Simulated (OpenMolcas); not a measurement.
# Ti³⁺ among point charges: CASSCF and CASPT2 levels and susceptibility

Aim: the splitting of the states of Ti³⁺ in the field of 6 point charges, its lowest levels with spin-orbit coupling and its magnetic susceptibility.

Method: state-averaged CASSCF and CASPT2, spin-orbit coupling by RASSI with atomic mean-field integrals. Code: OpenMolcas 26.06.

## 1. Starting point

| Item | Value |
| --- | --- |
| Species | Ti³⁺ (titanium, Z = 22, 19 electrons) |
| Basis | ANO-RCC-VDZP [5s4p2d1f], 34 functions |
| Scalar Hamiltonian | DKH2, point nucleus |
| Inactive shells | 1s 2s 2p 3s 3p |
| Active space | 1 electron in 5 orbitals (3d) |
| Some configurations of this space | 3d |
| Orbitals | optimised for each spin and parity, averaged over all roots |

The outer shells:

3d
```
3d [↑ ][  ][  ][  ][  ]
```

The ion sits among 6 point charges of -2 e arranged as a trigonal antiprism (D3d), 1.9 Å from the ion, with a polar angle of 60.2° against the regular 54.74°.

Each step is its own input file, run in one work folder so that later steps find the files of earlier ones. Labels, J, g values, rates, χT and fits are worked out afterwards by a script from the matrices that RASSI stores. The input lists half of the charges; inversion (Group=XYZ) makes the rest.

## 2. GATEWAY and SEWARD: basis and integrals

File a.inp:

```
&GATEWAY
Coord
1

Ti 0.0 0.0 0.0
Basis=ANO-RCC-VDZP
Group=XYZ
NoMove
AngMom=0.0 0.0 0.0
AMFI
XField
3 Angstrom 0
0.000000 1.648905 0.943987 -2.000000
1.427994 -0.824453 0.943987 -2.000000
1.427994 0.824453 -0.943987 -2.000000
&SEWARD
```

Run with:

```sh
$ OMP_NUM_THREADS=1 MOLCAS_MEM=1689 MOLCAS_PROJECT=a pymolcas a.inp > a.log
```

Output:

```text
Basis set label: TI.ANO-RCC...5S4P2D1F.

      Electronic valence basis set:
      ------------------
      Associated Effective Charge  22.000000 au
      Associated Actual Charge     22.000000 au
      Nuclear Model: Point charge

      Shell  nPrim  nBasis  Cartesian Spherical Contaminant
         s      21       5        X
         p      15       4        X
         d      10       2                 X
         f       6       1                 X
                  Relativistic Douglas-Kroll-Hess integrals:
                    - DKH order of Hamiltonian: 2
                    - DKH order of Properties : 0
                  Atomic mean-field integrals
```

## 3. Reference wave functions, doublets of even parity, 5 roots

File a.inp:

```
&RASSCF
FileOrb=start.orb
Symmetry=1
Spin=2
nActEl=1 0 0
Inactive=3 6
Ras2=5 0
CIRoot=5 5 1
SDav=5
CIMx=300
Iter=120 100
PrWF=0.3
OrbListing=Nothing
MaxOrb=0
>>> COPY $Project.JobIph JOB001
```

Run with:

```sh
$ OMP_NUM_THREADS=1 MOLCAS_MEM=1689 MOLCAS_PROJECT=a pymolcas a.inp > a.log
```

start.orb holds the contracted functions of the basis, ordered by shell, or the orbitals of the step before.

Output, cut to the lines that bear on the results:

```text
[...]
      Number of active orbitals                  5
[...]
      Spin quantum number                      0.5
[...]
      Active orbitals                            5   0
[...]
      Number of CSFs                             5
      Number of root(s) required                 5
[...]
      Convergence after 12 iterations
[...]
      Natural orbitals and occupation numbers for root  1
      sym 1:  -0.000000  -0.000000   1.000000  -0.000000   0.000000
      Natural orbitals and occupation numbers for root  2
      sym 1:   1.000000  -0.000000  -0.000000   0.000000   0.000000
      Natural orbitals and occupation numbers for root  3
      sym 1:  -0.000000   1.000000   0.000000  -0.000000   0.000000
::    RASSCF root number  1 Total energy:   -861.15452022
::    RASSCF root number  2 Total energy:   -861.12809187
::    RASSCF root number  3 Total energy:   -861.12809186
::    RASSCF root number  4 Total energy:   -861.08200188
::    RASSCF root number  5 Total energy:   -861.08200182
```

## 4. RASSI: spin-orbit coupling between the states

File a.inp:

```
&RASSI
NrOfJobIphs=1 5
1 2 3 4 5
IphNames
JOB001
EJob
SpinOrbit
DIPRint=1.0
SOCoupling=1000.0
Subsets=2
Property=9
'ANGMOM' 1 'ANGMOM' 2 'ANGMOM' 3 'MLTPL  1' 1 'MLTPL  1' 2 'MLTPL  1' 3
'AMFI' 1 'AMFI' 2 'AMFI' 3
SOProperty=3
'ANGMOM' 1 'ANGMOM' 2 'ANGMOM' 3
```

Output, cut to the lines that bear on the results:

```text
SPIN-FREE ENERGIES:
  (Shifted by EMIN (a.u.) =       -861.1545202184)
 SF State       Relative EMIN(au)   Rel lowest level(eV)    D:o, cm**(-1)      L_eff
     1             0.0000000000        0.0000000000              0.0000         1.8
     2             0.0264283469        0.7191519558           5800.3517         1.9
     3             0.0264283580        0.7191522585           5800.3541         1.9
     4             0.0725183409        1.9733245851          15915.9361         2.0
     5             0.0725183974        1.9733261203          15915.9485         2.0
     Dipole printing threshold changed to   1.00000000E+00
Eigenvalues of complex Hamiltonian:
   -----------------------------------
  (Shifted by EMIN (a.u.) =       -861.1545202184)
 SO State       Relative EMIN(au)   Rel lowest level(eV)    D:o, cm**(-1)     J-value
     1            -0.0000150240        0.0000000000              0.0000         1.9
     2            -0.0000150240        0.0000000000              0.0000         1.9
     3             0.0264194868        0.7193196843           5801.7045         1.6
     4             0.0264194868        0.7193196843           5801.7045         1.6
     5             0.0264297710        0.7195995335           5803.9617         1.6
     6             0.0264297710        0.7195995335           5803.9617         1.6
     7             0.0721830094        1.9646085742          15845.6368         1.4
     8             0.0721830094        1.9646085742          15845.6368         1.4
     9             0.0728762001        1.9834712537          15997.7745         1.4
    10             0.0728762001        1.9834712537          15997.7745         1.4
Weights of the five most important spin-orbit-free states for each spin-orbit state.
[...]
```

Time for these steps: 1.7 s (1 thread of Arm Neoverse V1, shared host).

States without spin-orbit coupling:

```csv
state,degeneracy,E (cm-1),free-ion L (%)
2A1,1,0,D (100)
2E,2,5800,D (100)
2E,2,15916,D (100)
```

With spin-orbit coupling:

```csv
E (cm-1),Degeneracy,Label,2S+1,g
0.0,2,E1/2,2,1.90 1.90 2.00
5802,2,E3/2,2,0.00 0.00 1.93
5804,2,E1/2,2,0.08 0.08 1.96
15846,2,E3/2,2,0.00 0.00 0.12
15998,2,E1/2,2,0.02 0.02 4.04
```

Principal g values are given for doublets only; a zero marks a field direction without first-order Zeeman splitting.

Powder χT (cm³ K/mol): 0.35 at 2 K, 0.35 at 5 K, 0.35 at 10 K, 0.35 at 20 K, 0.36 at 50 K, 0.36 at 100 K, 0.37 at 150 K, 0.38 at 200 K, 0.38 at 250 K, 0.39 at 300 K.

Orbitals of the lowest block (energies include the constant potential of the surroundings):

```csv
shell,space,energy (hartree),mean occupation,⟨r²⟩ (bohr²)
1s,inactive,-182.3163,2.000,0.00647
2s,inactive,-19.5984,2.000,0.123
2p,inactive,-15.7660,6.000,0.102
3s,inactive,-0.7832,2.000,1.14
3p,inactive,0.3403,6.000,1.32
3d,RAS2,,1.000,2.65
```

## 5. CASPT2: IPEA 0.25, imaginary shift 0.1 (closed shells correlated: 3s 3p)

File a.inp:

```
>>> COPY JOB001 $Project.JobIph
&CASPT2
Multistate=5 1 2 3 4 5
NoMult
Frozen=2 3
IPEA=0.25
Imaginary=0.1
MaxIter=60
WThr=0.0 0.3 0.05
PrWF=0.5
NoMix
```

Output:

```text
Orbital specifications:
      -----------------------

      Symmetry species                           1   2
                                                ag  au
      Frozen orbitals                            2   3
      Inactive orbitals                          1   3
      Active orbitals                            5   0
      Secondary orbitals                         7  13
      Deleted orbitals                           0   0
      Number of basis functions                 15  19
Type of calculation                        SS-CASPT2
      Fock operator                              state-specific
      IPEA shift                                 0.25
      Real shift                                 0.00
      Imaginary shift                            0.10
      The input orbitals will be transformed to quasi-canonical
Reference energy:        -861.1545202184
      E2 (Non-variational):      -0.2137133485
      Shift correction:          -0.0000974522
      E2 (Variational):          -0.2138108007
      Total energy:            -861.3683310191
      Residual norm:              0.0000001850
      Reference weight:           0.95912
      Contributions to the CASPT2 correlation energy
      Active & Virtual Only:          0.0000000053
      One Inactive Excited:          -0.0397121061
      Two Inactive Excited:          -0.1740012477
Reference energy:        -861.1280918715
      E2 (Non-variational):      -0.2108370429
      Shift correction:          -0.0000891788
      E2 (Variational):          -0.2109262216
      Total energy:            -861.3390180931
      Residual norm:              0.0000002204
      Reference weight:           0.96008
      Contributions to the CASPT2 correlation energy
      Active & Virtual Only:         -0.0000000009
      One Inactive Excited:          -0.0407143965
      Two Inactive Excited:          -0.1701226455
::    CASPT2 Root  1     Total energy:   -861.36833102
::    CASPT2 Root  2     Total energy:   -861.33901809
::    CASPT2 Root  3     Total energy:   -861.33937332
::    CASPT2 Root  4     Total energy:   -861.29137385
::    CASPT2 Root  5     Total energy:   -861.29172219
```

This run: 0.52 s of run time, 1 thread of Arm Neoverse V1, shared host.

SS-CASPT2: lowest energy less the reference's lowest, -0.2138 hartree; reference weights 0.959 to 0.960.

States without spin-orbit coupling:

```csv
state,degeneracy,E (cm-1),free-ion L (%)
2A1,1,0,D (100)
2E,2,6394,D (100)
2E,2,16852,D (100)
```

With spin-orbit coupling:

```tsv
E (cm-1)	Degeneracy	Label	2S+1	g
0	2	E1/2	2	1.91 1.91 2.00
6400	2	E3/2	2	0.00 0.00 1.93
6400	2	E1/2	2	0.08 0.08 1.96
16780	2	E3/2	2	0.00 0.00 0.11
16930	2	E1/2	2	0.01 0.01 4.04
```

Powder χT (cm³ K/mol): 0.35 at 2 K, 0.35 at 5 K, 0.36 at 10 K, 0.36 at 20 K, 0.36 at 50 K, 0.37 at 100 K, 0.37 at 150 K, 0.38 at 200 K, 0.38 at 250 K, 0.39 at 300 K.

## 6. The methods side by side

A. CASSCF
B. SS-CASPT2, IPEA 0.25, imaginary shift 0.1 (closed shells correlated: 3s 3p)

```csv
method,ground state,first state of that spin (cm-1),first gap with spin-orbit (cm-1),χT at 300 K
A,2A1,2E 5800,5801.7,0.39
B,2A1,2E 6394,6395.6,0.39
```

## 7. Outcome

```
                                            quantity                                                                        value
                                              method  SS-CASPT2, IPEA 0.25, imaginary shift 0.1 (closed shells correlated: 3s 3p)
                              spin-free ground state                                              2A1, 1-fold in its orbital part
first state of the same spin within the active space                                                              2E at 6390 cm⁻¹
                                        lowest level                                            2-fold E1/2, g = 1.91, 1.91, 2.00
                                          next level                                                                  6395.6 cm⁻¹
                                         χT at 300 K                                                               0.39 cm³ K/mol
                           effective moment at 300 K                                                                      1.76 μB
```

Cost by method:

```csv
method,time of its own steps,time with the reference
A. CASSCF,1.7 s,1.7 s
"B. SS-CASPT2, IPEA 0.25, imaginary shift 0.1, +3s 3p",0.52 s,2.2 s
```

Times are of one thread on a shared host.

The spin-free ground state (2A1) comes to 100 % from free-ion D terms and keeps the highest spin of the shell. χT at 300 K is 0.39, against 0.38 cm³ K/mol for the spin alone; near agreement at one temperature doesn't show that the orbital moment is quenched. CASPT2 does not keep the components of a term degenerate, and the means are used. The field of point charges can differ much from that of real complexes. This is an electrostatic model: the charges have no orbitals.
